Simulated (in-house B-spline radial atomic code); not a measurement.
# Tb⁶⁺: ionisation energy by several methods

Wanted: one ionisation energy, Tb⁶⁺ to configuration [Kr] 4d10 4f7 5s2 5p3, up the ladder of functionals.

The numbers are computed with in-house B-spline radial atomic code version 1 (non-relativistic, several functionals, spin-polarised, exact exchange averaged over the configuration; spherical all-electron atom at the radial basis limit), except any that are marked as measured or tabulated.

**1. The atom as given**

| Quantity | Value |
| --- | --- |
| element | terbium (Z = 65) |
| charge | +6 |
| electrons | 59 |
| configuration | [Kr] 4d10 4f8 5s2 5p3 |
| nucleus | point |

The outer shells:

[Kr] 4d10 4f8 5s2 5p3
```
[Kr] core
4d [↑↓][↑↓][↑↓][↑↓][↑↓]
4f [↑↓][↑ ][↑ ][↑ ][↑ ][↑ ][↑ ]
5s [↑↓]
5p [↑ ][↑ ][↑ ]
```

Where spins are not typed, each open shell is filled with up spins first.

**2. BHandHLYP**

Settings of the run:

```ini
Z = 65
electrons = 59.0
configuration = [Kr] 4d10 4f8 5s2 5p3
hamiltonian = nr
method = bhandhlyp
spin_polarised = True
exact_exchange = averaged over the configuration
```

On the command line:

```bash
python run_scf.py task.json out
```

The settings of every run stand in task.json; they run in order.

**3. TPSSh**

The settings differ from step 2 so:

```diff
@@ -4,3 +4,3 @@
 hamiltonian = nr
-method = bhandhlyp
+method = tpssh
 spin_polarised = True
```

**4. r2SCAN0**

The settings differ from step 3 so:

```diff
@@ -4,3 +4,3 @@
 hamiltonian = nr
-method = tpssh
+method = r2scan0
 spin_polarised = True
```

**5. M06-2X**

The settings differ from step 4 so:

```diff
@@ -4,3 +4,3 @@
 hamiltonian = nr
-method = r2scan0
+method = m062x
 spin_polarised = True
```

**6. LC-ωPBE**

The settings differ from step 5 so:

```diff
@@ -4,3 +4,3 @@
 hamiltonian = nr
-method = m062x
+method = lc_wpbe
 spin_polarised = True
```

**Question.** The tabulated ionisation energy is 108 ± 5 eV (tabulated theoretical; NIST Atomic Spectra Database). What does each method give, and which comes nearest?

As calculated:

| method | rung | total energy (hartree) | ΔSCF (eV) | −ε highest (eV) | ΔSCF less tabulated (eV) |
| --- | --- | --- | --- | --- | --- |
| BHandHLYP | global hybrid | -11220.9779 | 92.653 | 88.993 (4f down) | -15.347 |
| TPSSh | global hybrid | -11220.5091 | 93.482 | 83.590 (4f down) | -14.518 |
| r2SCAN0 | global hybrid | -11220.9904 | 92.406 | 84.976 (4f down) | -15.594 |
| M06-2X | global hybrid | -11221.8664 | 93.413 | 90.356 (4f down) | -14.587 |
| LC-ωPBE | range-separated hybrid | -11220.1996 | 94.120 | 88.316 (4f down) | -13.880 |

**Reading.** Tables give 108 ± 5 eV (tabulated theoretical; NIST Atomic Spectra Database) for the ionisation energy. LC-ωPBE misses by -13.880 eV, the least, and r2SCAN0 by -15.594 eV (14 %), the most. All methods miss on the same side by much the same amount, which points to something that they share. These runs lack relativity altogether, which can outweigh the gaps between the methods, so the nearest may be so by luck. These runs leave out relativity, which matters at this nuclear charge. Open shells are averaged (over orientations, and over spins where the run is restricted), while tables refer to the lowest levels.
